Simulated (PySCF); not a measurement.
# [La(NH3)3]3+: a change of charge

How does [La(NH3)3]3+ respond at fixed geometry? The runs cover a change of charge. The species was built from a template and needn't be a known compound.

Computed with PySCF 2.14.0. Level: PBE0, La def2-SVP with ECP46, N def2-SVP, H def2-SVP; scalar-relativistic core potentials, no spin–orbit coupling.

1 further run of the same task is left out (for a known fault of the program).

### Step 1. The starting structure

13 atoms, charge 3, spin multiplicity 1.

Bond lengths: La1–N2 2.559 Å, La1–N6 2.559 Å, La1–N10 2.559 Å, N2–H3 1.035 Å, N2–H4 1.036 Å, N2–H5 1.035 Å, N6–H7 1.035 Å, N6–H8 1.036 Å, N6–H9 1.035 Å, N10–H11 1.035 Å, N10–H12 1.036 Å, N10–H13 1.035 Å. Angles: N2–La1–N6 111.7°, N2–La1–N10 111.7°, N6–La1–N10 111.7°, La1–N2–H3 116.4°, La1–N2–H4 114.5°, La1–N2–H5 115.7°, H3–N2–H4 102.7°, H3–N2–H5 102.9°, H4–N2–H5 102.8°, La1–N6–H7 116.4°, La1–N6–H8 114.5°, La1–N6–H9 115.7°, H7–N6–H8 102.7°, H7–N6–H9 102.9°, H8–N6–H9 102.8°, La1–N10–H11 116.4°, La1–N10–H12 114.5°, La1–N10–H13 115.7° and more.

Coordinates:

```xyz
13
H9LaN3
La    0.0000    0.0000   -0.7629
N     2.4447   -0.0007   -0.0078
H     2.6893   -0.6533    0.7572
H     3.1231   -0.2527   -0.7487
H     2.8080    0.9052    0.3363
N    -1.2217    2.1175   -0.0078
H    -0.7789    2.6556    0.7572
H    -1.3426    2.8310   -0.7487
H    -2.1879    1.9792    0.3363
N    -1.2230   -2.1168   -0.0078
H    -1.9104   -2.0023    0.7572
H    -1.7804   -2.5783   -0.7487
H    -0.6200   -2.8844    0.3363
```

Formal oxidation states: La +3. An earlier session relaxed this geometry at PBE0, La def2-SVP with ECP46, N def2-SVP, H def2-SVP (singlet, point group C3).

Its energy there is -199.944060 Eh.

### Step 2. One electron removed, multiplicity 2

File run.py (the lines that set the calculation):

```python
mol = gto.M(atom='''
La     0.00000     0.00000    -0.76285
N      2.44466    -0.00072    -0.00778
H      2.68928    -0.65330     0.75723
H      3.12306    -0.25275    -0.74868
H      2.80797     0.90521     0.33628
N     -1.22171     2.11750    -0.00778
H     -0.77887     2.65564     0.75723
H     -1.34264     2.83102    -0.74868
H     -2.18792     1.97916     0.33628
N     -1.22296    -2.11678    -0.00778
H     -1.91042    -2.00234     0.75723
H     -1.78042    -2.57827    -0.74868
H     -0.62005    -2.88438     0.33628''',
    basis={'La': 'def2-SVP', 'N': 'def2-SVP', 'H': 'def2-SVP'},
    ecp={'La': 'def2-SVP'},
    charge=4, spin=1)
mf = dft.UKS(mol, xc='PBE0')
mf.grids.atom_grid = (50, 194)  # f atoms: unpruned, at least (60, 302)
mf = mf.density_fit()  # fitting sets: La def2-universal-JKFIT, N def2-universal-JKFIT, H def2-universal-JKFIT
mf.conv_tol = 1e-08; mf.max_cycle = 55
mf.kernel(dm0)  # dm0: the density of the relaxed state
```

Started as:

```console
> OMP_NUM_THREADS=2 python run.py
```

Standard output:

```text
init E= -199.951207590727
cycle= 1 E= -198.94991942599  delta_E=    1  |g|= 0.27  |ddm|= 0.645
  HOMO = -1.03393291712  LUMO = -1.03198836201  gap/eV = 0.05291
cycle= 2 E= -198.700206661479  delta_E= 0.25  |g|= 0.723  |ddm|= 1.05
  HOMO = -1.08286757538  LUMO = -1.05224597814  gap/eV = 0.83326
cycle= 3 E= -198.962938498675  delta_E= -0.263  |g|= 0.235  |ddm|=    1
  HOMO = -1.04627347982  LUMO = -1.03945890022  gap/eV = 0.18543
cycle= 4 E= -198.981008102872  delta_E= -0.0181  |g|= 0.146  |ddm|= 0.384
  HOMO = -1.04431250685  LUMO = -1.03521962481  gap/eV = 0.24743
cycle= 5 E= -198.989404339986  delta_E= -0.0084  |g|= 0.107  |ddm|= 0.382
  HOMO = -1.05546886554  LUMO = -1.02429329969  gap/eV = 0.84833
cycle= 6 E= -198.993890970493  delta_E= -0.00449  |g|= 0.0639  |ddm|= 0.113
  HOMO = -1.05686823538  LUMO = -1.02380657354  gap/eV = 0.89965
cycle= 7 E= -198.994920919546  delta_E= -0.00103  |g|= 0.0476  |ddm|= 0.0192
  HOMO = -1.05921854539  LUMO = -1.02188174157  gap/eV = 1.01599
cycle= 8 E= -198.996080344799  delta_E= -0.00116  |g|= 0.0153  |ddm|= 0.0383
  HOMO = -1.0600409636  LUMO = -1.0213387644  gap/eV = 1.05314
cycle= 9 E= -198.996182340761  delta_E= -0.000102  |g|= 0.00813  |ddm|= 0.0131
  HOMO = -1.06031105571  LUMO = -1.02122696763  gap/eV = 1.06353
cycle= 10 E= -198.99621913372  delta_E= -3.68e-05  |g|= 0.00158  |ddm|= 0.0087
  HOMO = -1.06037546807  LUMO = -1.02119748114  gap/eV = 1.06609
cycle= 11 E= -198.996220308452  delta_E= -1.17e-06  |g|= 0.000766  |ddm|= 0.0023
  HOMO = -1.06037035259  LUMO = -1.0211942108  gap/eV = 1.06604
cycle= 12 E= -198.996220615344  delta_E= -3.07e-07  |g|= 0.00025  |ddm|= 0.000792
  HOMO = -1.06036988133  LUMO = -1.02119927896  gap/eV = 1.06589
cycle= 13 E= -198.996220638108  delta_E= -2.28e-08  |g|= 0.000161  |ddm|= 0.00027
  HOMO = -1.06036484164  LUMO = -1.02119817805  gap/eV = 1.06578
cycle= 14 E= -198.996220650095  delta_E= -1.2e-08  |g|= 7.42e-05  |ddm|= 0.000128
  HOMO = -1.06036109204  LUMO = -1.02119826076  gap/eV = 1.06567
cycle= 15 E= -198.996220653146  delta_E= -3.05e-09  |g|= 1.3e-05  |ddm|= 7.42e-05
  HOMO = -1.0603590395  LUMO = -1.02119869206  gap/eV = 1.06561
Extra cycle  E= -198.996220651541  delta_E= 1.61e-09  |g|= 5.31e-05  |ddm|= 8.34e-05
converged SCF energy = -198.996220651541  <S^2> = 0.76082187  2S+1 = 2.0107927
```

It took 6.7 s on 2 threads of AMD EPYC 7R43 (Zen 3), shared host.

Result: E = -198.996221 Eh (+25.792 eV from the relaxed state), HOMO -28.85 eV, LUMO -27.79 eV (over both spins), ⟨S²⟩ = 0.761, Mulliken charge on La1 +2.06 e. 

### Step 3. One electron added, multiplicity 2

run.py (the lines that set the calculation): that of step 2 with these lines changed.

```diff
@@ -16,3 +16,3 @@
     ecp={'La': 'def2-SVP'},
-    charge=4, spin=1)
+    charge=2, spin=1)
 mf = dft.UKS(mol, xc='PBE0')
```

Started as:

```console
> OMP_NUM_THREADS=2 python run.py
```

Standard output:

```text
init E= -199.950493300055
  HOMO = -0.587921383443  LUMO = -0.583328935972  gap/eV = 0.12497
cycle= 1 E= -200.429376748194  delta_E= -0.479  |g|= 0.175  |ddm|=  1.2
  HOMO = -0.386388055794  LUMO = -0.301548772513  gap/eV = 2.30859
cycle= 2 E= -200.451542026637  delta_E= -0.0222  |g|= 0.102  |ddm|= 0.745
  HOMO = -0.435460362947  LUMO = -0.333796998265  gap/eV = 2.76640
cycle= 3 E= -200.459149616589  delta_E= -0.00761  |g|= 0.00744  |ddm|= 0.273
  HOMO = -0.439699582301  LUMO = -0.33657662418  gap/eV = 2.80612
cycle= 4 E= -200.459183027605  delta_E= -3.34e-05  |g|= 0.00536  |ddm|= 0.0309
  HOMO = -0.440049829956  LUMO = -0.336717486934  gap/eV = 2.81182
cycle= 5 E= -200.459196746902  delta_E= -1.37e-05  |g|= 0.00189  |ddm|= 0.00937
  HOMO = -0.440064399069  LUMO = -0.33672905364  gap/eV = 2.81190
cycle= 6 E= -200.459199299225  delta_E= -2.55e-06  |g|= 0.000513  |ddm|= 0.00535
  HOMO = -0.440105260963  LUMO = -0.336806330577  gap/eV = 2.81091
cycle= 7 E= -200.459199705448  delta_E= -4.06e-07  |g|= 0.000215  |ddm|= 0.00326
  HOMO = -0.440121482821  LUMO = -0.336836519806  gap/eV = 2.81053
cycle= 8 E= -200.459199761059  delta_E= -5.56e-08  |g|= 4.52e-05  |ddm|= 0.000997
  HOMO = -0.440130253599  LUMO = -0.336851496978  gap/eV = 2.81036
cycle= 9 E= -200.459199764173  delta_E= -3.11e-09  |g|= 8.9e-06  |ddm|= 0.000221
  HOMO = -0.440131361606  LUMO = -0.336853588077  gap/eV = 2.81033
Extra cycle  E= -200.459199764448  delta_E= -2.76e-10  |g|= 4.87e-06  |ddm|= 5.47e-05
converged SCF energy = -200.459199764448  <S^2> = 0.75116116  2S+1 = 2.0011608
```

Wall time 4.8 s (2 threads of AMD EPYC 7R43 (Zen 3), shared host).

Result: E = -200.459200 Eh (-14.018 eV from the relaxed state), HOMO -11.98 eV, LUMO -9.47 eV (over both spins), ⟨S²⟩ = 0.751, Mulliken charge on La1 +1.18 e. 

### Step 4. The states side by side

| state | energy from the relaxed state (eV) | ⟨S²⟩ | time |
| --- | --- | --- | --- |
| charge +3, singlet, vacuum (relaxed) | 0 | 0.00 |  |
| charge +2, doublet, vacuum | -14.02 | 0.75 | 4.8 s |
| charge +4, doublet, vacuum | 25.79 | 0.76 | 6.7 s |

An electron taken off or put on is at rest in vacuum. 

Removing an electron vertically costs 25.79 eV (doublet), against −HOMO = 23.78 eV. Adding an electron vertically releases 14.02 eV (doublet). The bases are small and lack diffuse functions. Spin–orbit coupling is left out.
